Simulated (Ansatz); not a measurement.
# Cu: a surface, (110), 1 layers

What do the surfaces of Cu (110), 1 layers cost, and how tightly do they hold an electron? Methods of the runs shown: PAW. Its runs: bulk cell relaxed (PAW); bulk in the slab's orientation (PAW); the reference run (PAW); vacuum of 22 Å (PAW); no images along the normal (PAW).

Program: Ansatz 0.2.0. Level of theory: DFT, PBEsol, PAW with Ansatz's default frozen-core files, scalar-relativistic. These are calculated values, not measurements.

### Step 1. The structure to begin with

Symmetry: Fm-3m, No. 225, cubic system. The conventional cell has a = 3.563 Å, b = 3.563 Å, c = 3.563 Å, α = 90.00°, β = 90.00°, γ = 90.00°. Cu (site symmetry m-3m) has 12 Cu at 2.52 Å as nearest neighbours.

Coordinates:

```xyz
1
Lattice="0.0000 1.7814 1.7814 1.7814 0.0000 1.7814 1.7814 1.7814 0.0000" Properties=species:S:1:pos:R:3 pbc="T T T"
Cu    0.0000    0.0000    0.0000
```

### Step 2. Bulk cell relaxed, PAW

The input, input.yaml:

```yaml
crystal:
  lattice:
    - [0.0, 1.7813926735, 1.7813926735]
    - [1.7813926735, 0.0, 1.7813926735]
    - [1.7813926735, 1.7813926735, 0.0]
  atoms:
    - { symbol: Cu, position: [0.0, 0.0, 0.0] }
kpoints:
  mp_grid: { grid: [21, 21, 21] }
scf:
  occupations: { method: fermi_dirac, width: 0.1 }
hamiltonian:
  xc: pbesol
  pseudopotentials: { kind: paw }
output:
  forces: true
  stress: true
relax:
  f_tol: 0.005
  max_steps: 40
  cell: {}
```

Run with:

```console
$ ansatz run input.yaml --threads 1 --pin off --max-ram 3584MiB --backend cpu --events-out ev --progress --plain --runs-dir out
```

Further steps of the session: Bulk in the slab's orientation, PAW; Slab as cut, PAW; Vacuum of 22 Å, PAW; No images along the normal, PAW.

What does the calculation give? Wanted: surface energy; work function.

As calculated:

| quantity | value |
| --- | --- |
| surface energy (PAW, cut) | 2.05 J/m² |
| work function (PAW, cut) | 5.12 eV |

**Reading.** Vacuum of 22 Å moves the work function by less than 0.01 eV (PAW). Thickness wasn't converged, and no reconstruction was sought.
